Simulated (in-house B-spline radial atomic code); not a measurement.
# Ba⁵²⁺: excited configurations

Aim: the energies of several excited configurations of Ba⁵²⁺ above a reference configuration, each from its own self-consistent run.

Method: Dirac-Hartree-Fock, average of configuration, Fermi nucleus, basis-set limit. Code: in-house B-spline radial atomic code version 1.

### 1 The atom as given

| Property | Result |
| --- | --- |
| element | barium (Z = 56) |
| charge | +52 |
| electrons | 4 |
| configuration | [He] 2s2 |
| Hamiltonian | Dirac-Coulomb |
| nucleus | Fermi, rms radius 4.838 fm |

The outer shells:

[He] 2s2
```
[He] core
2s [↑↓]
```

Input settings:

```ini
Z = 56
electrons = 4.0
configuration = [He] 2s2
hamiltonian = dirac
method = hf
spin_polarised = False
nucleus = fermi
rms_radius = 4.8378
mass_number = 138
atomic_mass = 137.905247059
speed_of_light = 137.035999084
```

This reference run was done before. Its total energy is -4014.084292 hartree, and its levels are (the highest eight at most):

```csv
orbital,occupation,energy (eV),<r> (bohr)
1s1/2,2,-42961.4,0.02543
2s1/2,2,-10391.6,0.1034
```

### 2 Run with [He] 2s1 5g1

Input settings:

```ini
Z = 56
electrons = 4.0
configuration = [He] 2s1 5g1
hamiltonian = dirac
method = hf
spin_polarised = False
nucleus = fermi
rms_radius = 4.8378
mass_number = 138
atomic_mass = 137.905247059
speed_of_light = 137.035999084
```

### 3 Run with [He] 2s1 5s1

Settings: those of step 2 with these lines changed.

```diff
@@ -2,3 +2,3 @@
 electrons = 4.0
-configuration = [He] 2s1 5g1
+configuration = [He] 2s1 5s1
 hamiltonian = dirac
```

### 4 [He] 2s1 3p1

Settings: those of step 3 with these lines changed.

```diff
@@ -2,3 +2,3 @@
 electrons = 4.0
-configuration = [He] 2s1 5s1
+configuration = [He] 2s1 3p1
 hamiltonian = dirac
```

### 5 [He] 2s1 2p1

Settings: those of step 4 with these lines changed.

```diff
@@ -2,3 +2,3 @@
 electrons = 4.0
-configuration = [He] 2s1 3p1
+configuration = [He] 2s1 2p1
 hamiltonian = dirac
```

### 6 Run with [He] 2s1 5p1

Settings: those of step 5 with these lines changed.

```diff
@@ -2,3 +2,3 @@
 electrons = 4.0
-configuration = [He] 2s1 2p1
+configuration = [He] 2s1 5p1
 hamiltonian = dirac
```

Before running: How far above the reference does each configuration lie (order and size, in eV)?

**Answer**, as computed:

| net move | configuration | energy above the reference (eV) | with Breit, QED, recoil (eV) | largest <r> (bohr) |
| --- | --- | --- | --- | --- |
| 2s → 2p | [He] 2s1 2p1 | 414.32 | 408.10 | 0.103 |
| 2s → 3p | [He] 2s1 3p1 | 6003.69 | 5991.58 | 0.229 |
| 2s → 5s | [He] 2s1 5s1 | 8799.71 | 8785.96 | 0.678 |
| 2s → 5p | [He] 2s1 5p1 | 8828.01 | 8813.94 | 0.676 |
| 2s → 5g | [He] 2s1 5g1 | 8859.20 | 8844.63 | 0.517 |

Quantum defects of the promoted electron, δ = n − ζ/√(−2ε) with ζ = 53 and ε its orbital energy in hartree:

| promotion | δ |
| --- | --- |
| 2s → 3p | 0.049 |
| 2s → 5s | 0.154 |
| 2s → 5p | 0.056 |
| 2s → 5g | 0.005 |

At the bottom stands 2s → 2p (414.32 eV), at the top 2s → 5g (8859.20 eV). Of those tabulated, the defect is largest for 5s (0.15) and least for 5g (0.01); at this charge much of the defect is relativistic. Two partly filled shells share a symmetry and can mix in the average, which may lower the energy, for: 2s → 5s. These are averages over configurations, without correlation, not spectroscopic levels.
